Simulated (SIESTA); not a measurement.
The system is InRh2.

```xyz
3
Lattice="0.0000 2.8907 2.8907 2.8907 0.0000 2.8907 2.8907 2.8907 0.0000" Properties=species:S:1:pos:R:3 pbc="T T T"
In    0.0000    0.0000    0.0000
Rh    1.4454    1.4454    1.4454
Rh    4.3361    4.3361    4.3361
```

The cell was built by a generator and needn't be a form met in nature.

| Quantity | Value |
| --- | --- |
| Program | SIESTA 5.4.2 |
| Task | relaxation of cell and atoms |
| Functional | PBE |
| Potentials or basis | PseudoDojo 0.4 standard (PBE files) |
| Basis | DZP (energy shift 0.002 Ry; radii capped at 9.5 bohr) |
| Grid cutoff | 800 Ry |
| Energy shift | 0.002 Ry |
| k mesh | 6 × 6 × 6 |
| Occupations | fermi-dirac, width 0.05 eV |
| Spin | no spin polarisation |

At the start: pressure 38.1 GPa; volume 16.10 Å³/atom.

Question: How do energy, volume and symmetry change on relaxing?

Answer: Over 6 steps the energy falls by 323.7 meV/atom and the volume is 19.46 Å³/atom (+20.8 %); space group Fm-3m (No. 225, to 0.05 Å).

The path:
| step | energy change (eV) | largest force (eV/Å) | pressure (GPa) | volume (Å³) |
| --- | --- | --- | --- | --- |
| 1 | 0.0000 | 0.0000 | 38.08 | 48.31 |
| 2 | -0.2917 | 0.0001 | 29.92 | 49.69 |
| 3 | -0.9261 | 0.0001 | 6.25 | 55.81 |
| 4 | -0.9697 | 0.0002 | 1.08 | 57.85 |
| 5 | -0.9710 | 0.0001 | 0.18 | 58.29 |
| 6 | -0.9710 | 0.0001 | 0.02 | 58.37 |

Final structure:
```
In Rh
1.0
     0.00005    3.07885    3.07885
     3.07885    0.00005    3.07885
     3.07885    3.07885    0.00005
In Rh
1 2
Direct
  0.00000 0.00000 0.00000
  0.25000 0.25000 0.25000
  0.75000 0.75000 0.75000
```

Caveat: semicore shells carry a single zeta, which can move pressures by several GPa and volumes by a few percent; the volume moved by over 15 % at a fixed basis, so the end points are rough; the basis of atomic orbitals isn't converged, which shifts pressures, moduli and gaps.
